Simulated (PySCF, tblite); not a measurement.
**CH11PSi3: geometry, infrared bands and NMR shifts**

Wanted: the infrared bands and NMR shifts of CH11PSi3 (`C[SiH2]P([SiH3])[SiH3]`), by calculation.

Programs: tblite 0.8.0 and PySCF 2.14.0, with density-fitted response routines of our own. Each step states its level of theory. These are calculated values for one molecule in the gas phase, unless marked as measured. Atoms are numbered from 0 throughout.

## 1. The molecule as given

16 atoms, charge 0, multiplicity 1; geometry from: force field or distance geometry start.

Bonds of the start (Å): C0–Si1 1.86, Si1–P2 2.20, P2–Si3 2.18, P2–Si4 2.18, C0–H5 1.12, C0–H6 1.10, C0–H7 1.11, Si1–H8 1.46, Si1–H9 1.45, Si3–H10 1.47, Si3–H11 1.49, Si3–H12 1.47, Si4–H13 1.48, Si4–H14 1.47, Si4–H15 1.49.

## 2. Geometry optimisation with GFN2-xTB

What the job is given:

```
{"job": {"kind": "relax", "xc": "GFN2-xTB", "basis": "xTB"}, "charge": 0, "multiplicity": 1}
C     -2.537300    -0.731200     0.450200
Si    -1.410200     0.535800    -0.303300
P      0.556000     0.298700     0.652600
Si     1.423400    -1.688400     0.416800
Si     1.959500     1.920700     0.242400
H     -3.571800    -0.503200     0.078500
H     -2.329000    -1.765900     0.135300
H     -2.458000    -0.691700     1.559300
H     -1.920800     1.855100     0.057600
H     -1.399500     0.393300    -1.745000
H      1.841500    -1.935300    -0.975300
H      0.423600    -2.730900     0.785500
H      2.529400    -1.776700     1.377900
H      3.328500     1.354300     0.273400
H      1.784600     2.549200    -1.070100
H      1.772400     2.925100     1.320100
```

On the command line:

```bash
OMP_NUM_THREADS=1 python probes_run.py task.json out
```

One launch serves the whole session: the jobs run in the order shown.

**Question.** This job is followed by: GFN2-xTB harmonic vibrations, gas phase; GIAO PBE0/pcSseg-1 NMR shielding, non-relativistic, gas phase. What will the session give for the following? strongest single infrared mode (GFN2-xTB); zero-point energy (GFN2-xTB); ¹³C shifts against TMS (PBE0/pcSseg-1); ¹H shifts against TMS (PBE0/pcSseg-1, means over atoms taken as alike); ²⁹Si shifts against TMS (PBE0/pcSseg-1, means over atoms taken as alike); ³¹P shifts against H3PO4 (PBE0/pcSseg-1).

The runs gave:

| quantity | value |
| --- | --- |
| strongest single infrared mode (GFN2-xTB) | 2229 cm⁻¹, 474 km/mol |
| zero-point energy (GFN2-xTB) | 64.4 kcal/mol |
| ¹³C shifts against TMS (PBE0/pcSseg-1) | -5.6 ppm |
| ¹H shifts against TMS (PBE0/pcSseg-1, means over atoms taken as alike) | 4.43, 4.08, 0.37 ppm |
| ²⁹Si shifts against TMS (PBE0/pcSseg-1, means over atoms taken as alike) | -42.5, -79.8 ppm |
| ³¹P shifts against H3PO4 (PBE0/pcSseg-1) | -364.9 ppm |

**Reading.** The optimisation took 129 steps and gained 0.319 eV; among the close pairs (by a distance rule), P2–Si3 changed most, from 2.181 to 2.223 Å. All 42 modes are real, so the xTB geometry is a minimum. The strongest single mode, at 2229 cm⁻¹, moves mainly H14. GFN2-xTB is a fitted tight-binding method: band positions and strengths are rough. Its intensities can rank the bands wrongly. At PBE0/pcSseg-1: Shielding is most anisotropic at P2 (span 96 ppm, paramagnetic term -289 ppm).
